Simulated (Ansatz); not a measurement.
# F on WS2 (001), part 1 of 2

This session takes WS2 and sets out to find where and how strongly F adsorbs.

The COD entry's cell or inner coordinates are ideal or old and differ from later refinements, so a difference from it is no clean test against experiment.

Computed with Ansatz 0.2.0 (DFT PBE+D3(BJ), scalar-relativistic, plane waves, PAW, unless a step's input says otherwise).

5 further runs of the same task are left out: 5 set aside as unsound or not needed.

**1. The system as given**

It takes space group P3m1 (No. 156, trigonal). Conventional cell: a = 3.154 Å, b = 3.154 Å, c = 32.289 Å, α = 90.00°, β = 90.00°, γ = 120.00°. S (site symmetry 3m) is surrounded by 3 W at 2.41 Å. W (site symmetry 3m) has 6 S at 2.41 Å in its first shell of neighbours. Only part of the 9 independent sites is listed.

As a file:

```cif
data_structure
_symmetry_space_group_name_H-M 'P3m1'
_symmetry_Int_Tables_number 156
_cell_length_a 3.1542
_cell_length_b 3.1542
_cell_length_c 32.2893
_cell_angle_alpha 90.000
_cell_angle_beta 90.000
_cell_angle_gamma 120.000
_cell_volume 278.21
loop_
_atom_site_label
_atom_site_type_symbol
_atom_site_symmetry_multiplicity
_atom_site_Wyckoff_symbol
_atom_site_fract_x
_atom_site_fract_y
_atom_site_fract_z
_atom_site_occupancy
S1 S 1 c 0.66667 0.33333 0.26325 1
W1 W 1 b 0.33333 0.66667 0.31201 1
S2 S 1 c 0.66667 0.33333 0.36078 1
S3 S 1 b 0.33333 0.66667 0.45123 1
W2 W 1 c 0.66667 0.33333 0.50000 1
S4 S 1 b 0.33333 0.66667 0.54876 1
S5 S 1 c 0.66667 0.33333 0.63971 1
W3 W 1 b 0.33333 0.66667 0.68852 1
S6 S 1 c 0.66667 0.33333 0.73741 1
```

Planes are indexed in the bulk's conventional cell (P6_3/mmc (No. 194)), a = 3.154 Å, b = 3.154 Å, c = 12.140 Å, α = 90.00°, β = 90.00°, γ = 120.00°.

This (001) slab, 15.3 Å thick as cut, with 17 Å of vacuum; its outer planes are S (top) and S (bottom), was relaxed beforehand with its lower half held: -36577.6634 eV, gap on the mesh 1.24 eV, ionisation potential 5.14 eV, electron affinity 3.90 eV.

**2. F at the top (S) site**

With the adsorbate the run is spin-polarised.

Input file input.yaml:

```yaml
crystal:
  lattice:
    - [3.154206367, 0.0, 0.0]
    - [-1.5771031835, 2.7316228426, 0.0]
    - [0.0, 0.0, 34.2893024006]
  atoms:
    - { symbol: S, position: [0.6666666667, 0.3333333333, 0.2478907241] }
    - { symbol: W, position: [0.3333333333, 0.6666666667, 0.2938146344] }
    - { symbol: S, position: [0.6666666667, 0.3333333333, 0.3397385446] }
    - { symbol: S, position: [0.3333333333, 0.6666666667, 0.4249124751] }
    - { symbol: W, position: [0.6666666667, 0.3333333333, 0.4708339857] }
    - { symbol: S, position: [0.3333333333, 0.6666666667, 0.5167554112] }
    - { symbol: S, position: [0.6666666667, 0.3333333333, 0.602400577] }
    - { symbol: W, position: [0.3333333333, 0.6666666667, 0.6483614386] }
    - { symbol: S, position: [0.6666666667, 0.3333333333, 0.694395953] }
    - { symbol: F, position: [0.6666666667, 0.3333333333, 0.7416410086], spin: 1.0 }
basis:
  ecutwfc: 420
kpoints:
  mp_grid: { grid: [9, 9, 1] }
hamiltonian:
  xc: pbe
  dispersion: d3bj
scf:
  occupations: { method: gaussian, width: 0.05 }
output:
  forces: true
  eigenvalues: true
  populations: true
  write_density: true
  write_potential: true
  elf: true
  volumetric_format: npy
magnetization:
  spin_polarized: true
relax:
  adjacent_minimum: "off"
  f_tol: 0.03
  max_steps: 70
  constraints: [{ sites: [0, 1, 2, 3] }]
efield:
  axis: 3
  dipole_correction: true
  ramp_width: 0.04
```

On the command line:

```sh
> ansatz run input.yaml --threads 2 --pin off --max-ram 5120MiB --backend cpu --events-out ev --progress --plain --runs-dir out
```

Log:

```text
Warning: RAYON_NUM_THREADS=2 ignored (pool sized by the plan → 2); use --threads N
Engine: ansatz 0.2.0, x86_64-unknown-linux-gnu
Pseudopotentials: kind: paw
Pseudopotential: S, paw, valence charge 6, recommended cutoff 420 eV (normal), S.paw.azcp
Pseudopotential: W, paw, valence charge 14, recommended cutoff 420 eV (normal), W.paw.azcp
Pseudopotential: F, paw, valence charge 7, recommended cutoff 420 eV (normal), F.paw.azcp
Functional definition: PBE
  parameter kappa = 0.804
  parameter beta = 0.06672455060314922
  exchange = pbe_x(kappa = kappa, mu = beta*pi^2/3)
  correlation = pbe_c(beta = beta)
Crystal: 10 atoms, lattice volume = 295.440 Å³
Basis set: ecut = 420 eV, 5731 PW (Γ), exchange–correlation on 48×48×480 points (8 copies of the dense FFT grid, shifted against one another)
Bands: 53, of which v1, the nominal top of the filled ones, is band 43 counted from 1 (42 counted from 0)
Symmetry: 6 space group operations
k-points: 12 of 81 (time reversal used)
Non-local potential: S, projectors of the file, l = 0: 2, l = 1: 2, l = 2: 2
Non-local potential: W, projectors of the file, l = 0: 3, l = 1: 2, l = 2: 2, l = 3: 1
Non-local potential: F, projectors of the file, l = 0: 2, l = 1: 2, l = 2: 1
PAW form: soft (Blöchl's): semilocal exchange-correlation on the pseudo side does not see the compensation charge
PAW one-centre angular grid: S, 110 points (default); XC on 64 Gauss nodes
PAW one-centre angular grid: W, 590 points (default); XC on 64 Gauss nodes
PAW one-centre angular grid: F, 110 points (default); XC on 64 Gauss nodes
Starting moments: Σ|m| = 1 μB on 1 of 10 sites
Initial wavefunctions: pseudopotential atomic-orbital guess
Functional: x = pbe(κ = 0.804, μ = 0.2195149727645171), c = pbe(β = 0.06672455060314922)
SCF iter   1: F=—  HF=-37383.293342 eV  |F-HF|=—  |Δ(HF+E_count)|=         —  Δρ=2.97e-2 (↑2.18e-2 ↓2.97e-2)  dr2=5.43e0  dr2_m=7.54e-1  M=0.377 μB ∫|m|=0.440 μB  β_m=0.48  ethr=3.10e-3  p=0.000 e·Å  D=2.38e-7 V/Å  ΔV_dip=-0.00 eV  dr2_dipole=1.43e-1  V_vac-E_F(+/−)=5.43/5.43 eV  ⟨swp⟩=8.7  Hψ=6086  notcnv=0
Mixer restart at iter 1: flushing history
efield: sawtooth ramp at fractional position 0.9748 (placed from the atoms, in the widest stretch of the axis that holds none; the zero of the levels goes with the place), width 0.0400; the density the first Hamiltonian is built on has a dipole p = 0.000 e·Å; the dipole correction subtracts the counter field D = 2.38e-7 V/Å, which shifts the + side's vacuum level by -0.00 eV against the − side's; the planar-averaged density in the ramp window peaks in size at 6.7e-7 e/Å³
preconditioner: auto → LDOS  [metal: Δε(μ)=0.023 eV  Ē_g=8.828 eV  σ=0.050 eV  W_gap=0.25  n_scr=24 (ndim 8)  ℏωp=16.6 eV  f_vac=0.431  D(μ)=2.80/eV (n_scr^D=14)]
spin=Collinear: LDOS preconditioning applied to the charge; magnetization (m = ρ↑ − ρ↓) channel mixes plain (no charge-response kernel on spin).
SCF iter   2: F=—  HF=-37383.172499 eV  |F-HF|=—  |Δ(HF+E_count)|=   1.21e-1  Δρ=1.54e-2 (↑1.44e-2 ↓1.54e-2)  dr2=1.82e0  dr2_m=2.61e-1  M=0.347 μB ∫|m|=0.397 μB  β_m=0.87  ethr=3.10e-3  p=-0.024 e·Å  D=-1.49e-2 V/Å  ΔV_dip=0.51 eV  dr2_dipole=1.24e-1  V_vac-E_F(+/−)=5.49/4.98 eV  ⟨swp⟩=2.0  Hψ=2306  notcnv=0  defer=58  κ⁻¹=1.0e0(r=1)
preconditioner: auto → Resta (q_TF=auto, 2.217 Å⁻¹)  ε∞=4.7  [insulator: Δε(μ)=0.104 eV  Ē_g=8.673 eV  σ=0.050 eV  W_gap=0.55  n_scr=24 (ndim 8)  ℏωp=16.6 eV  f_vac=0.432  D(μ)=2.51/eV (n_scr^D=12)  ε∞_Penn≈4.7  vacuum switching on, ρ_ref=5.5e-3 e/Å³]
spin=Collinear: Resta preconditioning applied to the charge; magnetization (m = ρ↑ − ρ↓) channel mixes plain (no charge-response kernel on spin).
density mixer auto → broyden: gapped, with many states about μ (density of states about μ 0.36 of a free-electron gas's, 24 screened modes)
SCF iter   3: F=—  HF=-37383.301198 eV  |F-HF|=—  |Δ(HF+E_count)|=   1.29e-1  Δρ=5.63e-3 (↑5.58e-3 ↓5.63e-3)  dr2=1.97e-1  dr2_m=5.71e-3  M=0.317 μB ∫|m|=0.345 μB  β_m=1.00  ethr=2.14e-3  p=-0.002 e·Å  D=-1.32e-3 V/Å  ΔV_dip=0.05 eV  dr2_dipole=5.23e-3  V_vac-E_F(+/−)=5.26/5.22 eV  ⟨swp⟩=3.2  Hψ=2262  notcnv=0  defer=63  κ⁻¹=2.4e-1(r=2)
SCF iter   4: F=—  HF=-37383.443790 eV  |F-HF|=—  |Δ(HF+E_count)|=         —  Δρ=4.12e-3 (↑4.12e-3 ↓3.93e-3)  dr2=9.63e-2  dr2_m=4.68e-3  M=0.236 μB ∫|m|=0.259 μB  β_m=1.00  ethr=2.31e-4  p=-0.012 e·Å  D=-7.54e-3 V/Å  ΔV_dip=0.26 eV  dr2_dipole=1.52e-3  V_vac-E_F(+/−)=5.40/5.14 eV  ⟨swp⟩=2.3  Hψ=1760  notcnv=0  defer=70  κ⁻¹=2.4e-1(r=2)
SCF iter   5: F=—  HF=-37383.459517 eV  |F-HF|=—  |Δ(HF+E_count)|=   1.57e-2  Δρ=2.70e-3 (↑2.70e-3 ↓2.65e-3)  dr2=5.17e-2  dr2_m=1.51e-4  M=0.228 μB ∫|m|=0.243 μB  β_m=0.30  ethr=1.13e-4  p=-0.019 e·Å  D=-1.15e-2 V/Å  ΔV_dip=0.39 eV  dr2_dipole=1.22e-3  V_vac-E_F(+/−)=5.50/5.11 eV  ⟨swp⟩=1.8  Hψ=1600  notcnv=0  defer=76  κ⁻¹=3.4e-3(r=3)
SCF iter   6: F=—  HF=-37383.475416 eV  |F-HF|=—  |Δ(HF+E_count)|=   1.59e-2  Δρ=1.15e-3 (↑1.03e-3 ↓1.15e-3)  dr2=7.65e-3  dr2_m=1.82e-3  M=0.199 μB ∫|m|=0.203 μB  β_m=1.00  ethr=6.08e-5  p=-0.033 e·Å  D=-2.00e-2 V/Å  ΔV_dip=0.69 eV  dr2_dipole=2.38e-4  V_vac-E_F(+/−)=5.74/5.05 eV  ⟨swp⟩=2.1  Hψ=2106  notcnv=0  defer=79  κ⁻¹=2.4e-4(r=4)
SCF iter   7: F=—  HF=-37383.477383 eV  |F-HF|=—  |Δ(HF+E_count)|=   1.97e-3  Δρ=5.79e-4 (↑4.89e-4 ↓5.79e-4)  dr2=1.37e-3  dr2_m=6.35e-4  M=0.218 μB ∫|m|=0.221 μB  β_m=1.00  ethr=9.00e-6  p=-0.040 e·Å  D=-2.44e-2 V/Å  ΔV_dip=0.84 eV  dr2_dipole=7.18e-5  V_vac-E_F(+/−)=5.89/5.05 eV  ⟨swp⟩=2.0  Hψ=2192  notcnv=0  defer=75  κ⁻¹=4.2e-5(r=5)
SCF iter   8: F=—  HF=-37383.477946 eV  |F-HF|=—  |Δ(HF+E_count)|=   5.64e-4  Δρ=1.60e-4 (↑1.50e-4 ↓1.60e-4)  dr2=5.14e-4  dr2_m=4.55e-6  M=0.233 μB ∫|m|=0.237 μB  β_m=1.00  ethr=1.61e-6  p=-0.042 e·Å  D=-2.59e-2 V/Å  ΔV_dip=0.89 eV  dr2_dipole=3.33e-6  V_vac-E_F(+/−)=5.93/5.04 eV  ⟨swp⟩=2.1  Hψ=1952  notcnv=0  defer=75  κ⁻¹=4.2e-5(r=6)
SCF iter   9: F=—  HF=-37383.477961 eV  |F-HF|=—  |Δ(HF+E_count)|=   1.53e-5  Δρ=2.04e-4 (↑2.04e-4 ↓1.65e-4)  dr2=1.29e-4  dr2_m=7.19e-5  M=0.235 μB ∫|m|=0.241 μB  β_m=1.00  ethr=6.05e-7  p=-0.044 e·Å  D=-2.70e-2 V/Å  ΔV_dip=0.92 eV  dr2_dipole=2.23e-7  V_vac-E_F(+/−)=5.95/5.03 eV  ⟨swp⟩=2.0  Hψ=1986  notcnv=0  defer=75  κ⁻¹=5.0e-6(r=7)
SCF iter  10: F=—  HF=-37383.478136 eV  |F-HF|=—  |Δ(HF+E_count)|=   1.74e-4  Δρ=5.08e-5 (↑5.08e-5 ↓4.85e-5)  dr2=3.24e-5  dr2_m=8.07e-7  M=0.233 μB ∫|m|=0.238 μB  β_m=1.00  ethr=1.52e-7  p=-0.044 e·Å  D=-2.72e-2 V/Å  ΔV_dip=0.93 eV  dr2_dipole=7.48e-8  V_vac-E_F(+/−)=5.97/5.04 eV  ⟨swp⟩=2.5  Hψ=2097  notcnv=0  defer=75  κ⁻¹=1.9e-6(r=8)
SCF iter  11: F=—  HF=-37383.478138 eV  |F-HF|=—  |Δ(HF+E_count)|=   2.36e-6  Δρ=3.27e-5 (↑3.27e-5 ↓2.77e-5)  dr2=8.31e-6  dr2_m=1.13e-7  M=0.233 μB ∫|m|=0.237 μB  β_m=1.00  ethr=3.82e-8  p=-0.045 e·Å  D=-2.74e-2 V/Å  ΔV_dip=0.94 eV  dr2_dipole=1.04e-9  V_vac-E_F(+/−)=5.98/5.04 eV  ⟨swp⟩=2.0  Hψ=1971  notcnv=0  defer=75  κ⁻¹=2.8e-6(r=8)
SCF iter  12: F=—  HF=-37383.478136 eV  |F-HF|=—  |Δ(HF+E_count)|=   2.50e-6  Δρ=3.88e-5 (↑3.88e-5 ↓1.84e-5)  dr2=4.16e-6  dr2_m=1.54e-6  M=0.233 μB ∫|m|=0.237 μB  β_m=1.00  ethr=9.77e-9  p=-0.045 e·Å  D=-2.75e-2 V/Å  ΔV_dip=0.94 eV  dr2_dipole=2.98e-7  V_vac-E_F(+/−)=5.99/5.04 eV  ⟨swp⟩=19.4  Hψ=13111  notcnv=0  κ⁻¹=1.6e-5(r=8)
SCF iter  13: F=—  HF=-37383.478137 eV  |F-HF|=—  |Δ(HF+E_count)|=   1.56e-6  Δρ=1.02e-5 (↑9.18e-6 ↓1.02e-5)  dr2=3.11e-7  dr2_m=1.70e-7  M=0.233 μB ∫|m|=0.238 μB  β_m=1.00  ethr=4.89e-9  p=-0.045 e·Å  D=-2.75e-2 V/Å  ΔV_dip=0.94 eV  dr2_dipole=2.12e-9  V_vac-E_F(+/−)=5.99/5.04 eV  ⟨swp⟩=13.6  Hψ=11493  notcnv=0  κ⁻¹=2.7e-6(r=8)
SCF iter  14: F=-37383.478137 eV  HF=-37383.478138 eV  |F-HF|=1.41e-7  |Δ(HF+E_count)|=   4.18e-7  Δρ=4.40e-6 (↑3.79e-6 ↓4.40e-6)  dr2=2.85e-7  dr2_m=1.30e-9  M=0.233 μB ∫|m|=0.238 μB  ethr=3.66e-10  p=-0.045 e·Å  D=-2.75e-2 V/Å  ΔV_dip=0.94 eV  dr2_dipole=2.14e-8  V_vac-E_F(+/−)=5.99/5.04 eV  ⟨swp⟩=9.0  Hψ=10302  notcnv=0
SCF 1 converged in 14 iterations: F = -37383.478137 eV  dr2 = 2.85e-7
relax step   1: F+E_penalty+E_count = -37383.47813744 eV  Δ(F+E_penalty+E_count) = +0.000e0 eV  max|allowed force component| = 2.700e0 eV/Å  Δτ_max = 0.0000 Å  (14 SCF iters, dr2 threshold 2.25e-5 eV, accepted)
[... 20 lines left out ...]
relax step   2: F+E_penalty+E_count = -37383.55202835 eV  Δ(F+E_penalty+E_count) = -7.389e-2 eV  max|allowed force component| = 1.796e0 eV/Å  Δτ_max = 0.0707 Å  (10 SCF iters, dr2 threshold 1.00e-4 eV, accepted)
[... 36 lines left out ...]
relax step   4: F+E_penalty+E_count = -37383.61903423 eV  Δ(F+E_penalty+E_count) = -6.373e-3 eV  max|allowed force component| = 5.212e-2 eV/Å  Δτ_max = 0.0382 Å  (12 SCF iters, dr2 threshold 6.15e-6 eV, accepted)
[... 17 lines left out ...]
relax step   5: F+E_penalty+E_count = -37383.61922128 eV  Δ(F+E_penalty+E_count) = -1.871e-4 eV  max|allowed force component| = 1.574e-3 eV/Å  Δτ_max = 0.0100 Å  (12 SCF iters, accepted)
WARN: The output density's exchange-correlation potential varies sharply where the density is thin. Do not read a vacuum level from v_tot or v_xc, or from such a field of the output density. On a cell that repeats whose density bears no net charge and no dipole along the vacuum's axis use v_es (v_loc + v_h of the components); under efield.dipole_correction with no amplitude use v_es + v_field, which holds any external_charges[].barrier, or the levels of the report's work_function block, which leave it out; under a non-zero efield.amplitude the vacuum is tilted and has no level; on a cell that repeats and bears such a dipole with no correction it is tilted too, and efield.dipole_correction with no amplitude gives each side of its ramp a level where efield: is served; in a cell that repeats whose density bears a net charge (total_charge, or a fill off its count) it is curved and has none; of a slab under crystal.periodic whose density bears no net charge use v_es, which has a level on each side, short of where the two are joined; of another it falls or rises all the way out and has none; of a slab beside external_charges read slab_vacuum_level instead, which it has where they leave it neutral. The grid or the basis barely resolves most such structure, and the values can differ between equally converged runs; as a rule a tighter scf.convergence.dr2_threshold does not remove it. Where the density itself ripples (under the LDA too) a higher basis.ecutwfc lessens it. The files hold the spikes' plane waves up to the density's cutoff. Files: v_tot_of_output_density and the like, and their columns of v_z.tsv (output.write_potential); v_xc_of_output_density and the like, and their columns of v_comp_z.tsv (output.write_potential_components). Measured: with its Gaussian average of σ = 0.25 Å subtracted twice, the exchange-correlation potential is over 0.1 eV at 79 of the grid points where the equally averaged density (valence and model cores) is under 1e-3 e/Å³, and 0.206 eV at the most among them, at an averaged density of 1.1e-8 e/Å³. The input density's (outcome.potential() and, of a run that writes arrays, v_tot and v_xc) is over 0.1 eV, so measured, at 134 points of its own thin density, 0.308 eV at the most. See output.write_potential in the manual, Limitations
SCF converged after 12 iterations
Magnetization: 0.2343 μB (42.6172 up, 42.3828 down)
Absolute magnetization: 0.2406 μB (∫|ρ↑−ρ↓|, with the PAW one-centre terms)
Spin contamination: 0.0004 ħ² per cell (⟨S²⟩ above its minimum at these occupations)
Per-site moments (μB) at R_I (Å): [(2.9544530977452677e-6, 0.9930902786090903), (2.0328311791213496e-5, 0.9930902776839329), (1.2938499809569605e-5, 0.9930902776839329), (9.636027004084986e-5, 0.9932299687718745), (0.0010482226091949839, 0.9932299687718745), (0.0005613830808763097, 0.9932603643351023), (0.009819742280937606, 1.0029019743702223), (0.03990188501915185, 0.9846643720142503), (0.035688323402815476, 0.7161383033947516), (0.05640393966668742, 0.7161383033947516)]
Free energy (F): -37383.619221 eV
Harris-Foulkes:  -37383.619221 eV  (|F-HF|=1.42e-8)
Internal energy: -37383.614565 eV  (E = F + TS)
E sigma→0 (E₀):  -37383.616893 eV
Entropy (-TS):   -0.004656 eV (-0.466 meV/atom)
Fermi energy:    3.784716 eV
Dipole field:    D = -0.066808 V/Å  (p = -0.109077 e·Å, saw-weighted, corrected)
Work function:   Φ+ = 7.3416 eV   Φ− = 5.0508 eV
Levels:          The Fermi level and band energies are counted from a zero that moves with the ramp; work functions are not
--- Per-component energies (eV) ---
  E_band       = -1233.225727
  E_kinetic    = 2207.583841
  E_local      = -90438.219367  (includes V_loc(G=0)·N_el)
  E_nonlocal   = 245.778183
  E_hartree    = 44285.349660
  E_xc         = -1466.623320
  E_vxc        = -1347.998014  (∫ρ·V_xc dr)
  E_paw        = -29489.385562  (= ΣΔE_a)
  E_vpaw       = -470.793461  (= ΣTr[D̂ρ^β])
  E_aug_tail   = 0.001826  (compensation charges beyond the density's cutoff)
  E_efield     = 0.003644  (sawtooth field / dipole correction)
  E_vefield    = -0.252684  (∫n·V_field dr)
  E_ewald      = 37275.529044
  E_disp       = -3.632514  (pairwise vdW)
  E_smearing   = -0.004656  (= −TS)
  E_closure    = 0.000000  (closes the sum)
  Σ components = -37383.619221   (vs F -37383.619221, Δ=0.00e0)
--- Forces (eV/Å), atoms counted from 1 ---
  atom   1  S      0.00000000    -0.00000000    -0.05109897
  atom   2  W     -0.00000000     0.00000000     0.03054712
  atom   3  S      0.00000000    -0.00000000     0.01557317
  atom   4  S     -0.00000000     0.00000000     0.00727810
  atom   5  W      0.00000000    -0.00000000     0.00076519
  atom   6  S     -0.00000000     0.00000000     0.00052251
  atom   7  S      0.00000000    -0.00000000    -0.00157381
  atom   8  W     -0.00000000    -0.00000000     0.00051801
  atom   9  S      0.00000000    -0.00000000    -0.00156645
  atom  10  F     -0.00000000     0.00000000    -0.00091686
  max |Σ_I F_I| component: 4.80e-5 eV/Å
--- Band table (eV; the first three rows and the last of 24) ---
[... 4 lines left out ...]
--- Relaxed structure (5 steps of the walk, 5 accepted, 0 SCFs on fresh bases) ---
  F+E_penalty+E_count = -37383.61922128 eV   max|allowed force component| = 1.574e-3 eV/Å
  atoms:
    - { symbol: S, position: [0.6666666666666666, 0.3333333333333333, 0.2478907241] }
    - { symbol: W, position: [0.3333333333333333, 0.6666666666666666, 0.29381463440000005] }
    - { symbol: S, position: [0.6666666666666666, 0.3333333333333333, 0.3397385446000001] }
    - { symbol: S, position: [0.3333333333333333, 0.6666666666666666, 0.4249124751000001] }
    - { symbol: W, position: [0.6666666666666666, 0.3333333333333333, 0.47085148306032226] }
    - { symbol: S, position: [0.3333333333333333, 0.6666666666666666, 0.5167937757856976] }
    - { symbol: S, position: [0.6666666666666666, 0.3333333333333333, 0.6015867064873391] }
    - { symbol: W, position: [0.3333333333333333, 0.6666666666666666, 0.648564311789789] }
    - { symbol: S, position: [0.6666666666666666, 0.3333333333333333, 0.693572195478657] }
    - { symbol: F, position: [0.6666666666666666, 0.3333333333333333, 0.7442029384559237] }
--- Löwdin populations: 10 sites ---
  site symbol       q [e]    m [muB]
     0      S      6.1084     0.0000
     1      W     13.5432     0.0000
     2      S      6.1104     0.0000
     3      S      6.1089     0.0001
     4      W     13.5469     0.0016
     5      S      6.1096     0.0005
     6      S      6.1161     0.0114
     7      W     13.6161     0.0597
     8      S      5.5558     0.0895
     9      F      7.3644     0.0615
  spilling = 0.009651 (of n_electrons = 85.000000)
```

Wall time 2.6 min (2 threads of AMD EPYC 7R43 (Zen 3), shared host); peak memory 0.8 GiB.

Relaxation path:

```csv
step,energy from step 1 (eV/cell),largest force component (eV/Å)
1,0.0000,2.7005
2,-0.0739,1.7958
3,-0.1345,0.3137
4,-0.1409,0.0521
5,-0.1411,0.0016
```

Step 1 is the start.

A dipole layer in the vacuum cancels the field that periodic copies would set up if the slab's two faces differ.

Atoms 1, 2, 3, 4 (counted from 1; the input counts from 0) are held at their places.

This gives work function 7.34 eV (top face), 5.05 eV (bottom face); dipole along +c -0.109 e·Å per cell.

Plane-averaged electrostatic potential energy of an electron across the slab, counted from the Fermi level:

(z (Å), V (eV)): (2.57, 5.05), (3.14, 5.05), (3.71, 5.05), (4.29, 5.05), (4.86, 5.05), (5.43, 5.05), (6.00, 5.03), (6.57, 4.93), (7.14, 4.34), (8.00, -4.50), (8.57, -8.81), (9.14, -7.34), (9.72, -15.25), (10.29, -17.33), (10.86, -7.98), (11.43, -8.85), (12.00, -6.65), (12.57, 2.11), (13.14, 4.01), (13.72, 1.40), (14.29, -7.34), (14.86, -8.76), (15.43, -8.80), (16.00, -17.98), (16.57, -14.05), (17.43, -8.76), (18.00, -7.36), (18.57, 1.37), (19.14, 3.97), (19.72, 1.93), (20.29, -6.89), (20.86, -8.86), (21.43, -7.51), (22.00, -17.18), (22.57, -16.04), (23.15, -8.54), (23.72, -9.48), (24.29, -5.62), (24.86, 2.06), (25.43, -1.07), (26.00, 3.64), (26.86, 7.27), (27.43, 7.34), (28.00, 7.34), (28.57, 7.34), (29.15, 7.34), (29.72, 7.34), (30.29, 7.34), (30.86, 7.34), (31.43, 7.34)

By site:

| atom | moment in the atom's sphere (μB) | Löwdin electrons |
| --- | --- | --- |
| S1 | 0.00 | 6.11 |
| W2 | 0.00 | 13.54 |
| S3 | 0.00 | 6.11 |
| S4 | 0.00 | 6.11 |
| W5 | 0.00 | 13.55 |
| S6 | 0.00 | 6.11 |
| S7 | 0.01 | 6.12 |
| W8 | 0.04 | 13.62 |
| S9 | 0.04 | 5.56 |
| F10 | 0.06 | 7.36 |

The Löwdin counts miss 0.82 of the 85 electrons, which the atomic orbitals do not span, so they are no charges.

Density in a lattice plane of the grid's cell (edges 3.15 and 34.29 Å, at 0.333 of the third edge), which holds S and W and F.

Values in e/Å³, 12 rows by 6 columns:
```
 0.00  0.00  0.00  0.00  0.00  0.00
 0.00  0.00  0.00  0.00  0.00  0.00
 0.14  0.03  0.17  2.52 10.27  2.73
 0.42  0.42  0.43  0.57  0.64  0.56
 0.21  0.08  0.22  0.80  1.14  0.79
 0.43  0.48  0.44  0.46  0.64  0.46
 0.35  0.51  0.37  0.16  0.10  0.16
 0.46  0.20  0.48  1.14  0.49  1.10
 0.46  0.18  0.47  1.11  0.16  1.06
 0.00  0.00  0.00  0.00  0.00  0.00
 0.00  0.00  0.00  0.00  0.00  0.00
 0.00  0.00  0.00  0.00  0.00  0.00
```
Columns run along the first of these edges and rows up along the second, over one cell in 6 and 12 even steps from the bottom left corner. Atoms in the plane (fractional): S at (0.67, 0.25), S at (0.67, 0.34), W at (0.67, 0.47), S at (0.67, 0.60), S at (0.67, 0.69), F at (0.67, 0.74).

ELF in the same plane.

Ten even steps from '0' (0.00) to '9' (0.84):
```
000000
000000
000000
000000
505979
818818
243222
828807
142000
686232
364474
575000
817969
242232
828707
101797
000000
000000
000000
000000
```
Columns run along the first of these edges and rows up along the second, over one cell in 6 and 20 even steps from the bottom left corner. Atoms in the plane (fractional): S at (0.67, 0.25), S at (0.67, 0.34), W at (0.67, 0.47), S at (0.67, 0.60), S at (0.67, 0.69), F at (0.67, 0.74).

Both are smooth fields of the valence electrons: close to the nuclei they are not physical.

Spin density (up less down) in a lattice plane of the grid's cell (edges 3.15 and 34.29 Å, at 0.333 of the third edge), which holds S and W and F.

Ten even steps from ' ' (0.00 e/Å³) to '@' (0.15 e/Å³):
```
            
            
            
            
        @@  
      ::..::
            
            
            
            
            
            
            
            
            
            
            
            
            
            
```
Columns run along the first of these edges and rows up along the second, over one cell in 6 and 20 even steps from the bottom left corner. Atoms in the plane (fractional): S at (0.67, 0.25), S at (0.67, 0.34), W at (0.67, 0.47), S at (0.67, 0.60), S at (0.67, 0.69), F at (0.67, 0.74).

Outside the cores ELF peaks at 0.96 beside S, off the lines to its neighbours, 0.9 Å from S; 0.87 on the S–W line, 0.8 Å from S; 0.87 in the shell around S, 0.8 Å from S.

(Continued in part 2 of 2.)
